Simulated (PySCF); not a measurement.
# C6H9GeP: the cost of one run

The runs use PySCF 2.14.0, with density-fitted response routines of our own; the level of theory stands in each step. All values are computed, except where a source is named. Atoms count from 0, in the outputs and in this text.

## Step 1: The starting structure

17 atoms, charge 0, multiplicity 1; geometry from: GFN2-xTB. The atoms were then displaced at random by about 0.01 Å, so the start is not that level's minimum.

Bonds of the start (Å): P0–Ge1 2.31, Ge1–C2 1.98, C2–C3 1.37, C3–C4 1.41, C4–C5 1.39, C5–C6 1.39, C6–C7 1.39, C7–C2 1.37, P0–H8 1.41, P0–H9 1.41, Ge1–H10 1.52, Ge1–H11 1.50, C3–H12 1.05, C4–H13 1.10, C5–H14 1.08, C6–H15 1.09, C7–H16 1.08.

## Step 2: Optimising the geometry at PBE0-D3(BJ)/def2-SVP

The job: settings as JSON, then the geometry in Å.

```
{"job": {"xc": "PBE0", "basis": "def2-SVP", "d3": "d3bj", "grid": 1, "shake": 0.01, "kind": "geom"}, "charge": 0, "multiplicity": 1}
P      3.592270     0.316690    -0.086320
Ge     1.842420    -1.127430    -0.518440
C      0.034670    -0.405430    -0.155680
C     -0.539660    -0.662170     1.059270
C     -1.817020    -0.129780     1.334460
C     -2.441610     0.699430     0.415030
C     -1.809500     0.961980    -0.791730
C     -0.563710     0.423280    -1.074300
H      2.968990     1.358560    -0.809500
H      2.987570     0.784330     1.099440
H      2.029850    -2.382140     0.310390
H      1.926990    -1.561700    -1.954180
H     -0.109520    -1.293900     1.776070
H     -2.312520    -0.333150     2.295990
H     -3.409560     1.111390     0.637260
H     -2.304020     1.615750    -1.510010
H     -0.092160     0.636110    -2.017570
```

Command:

```bash
OMP_NUM_THREADS=1 python probes_run.py task.json out
```

This one command runs all jobs of the session in turn.

**Question.** How long does this first job take on 1 thread of Arm Neoverse V1, shared host, and how much memory does it need?

About 1.8 min, with a peak of 0.79 GiB.
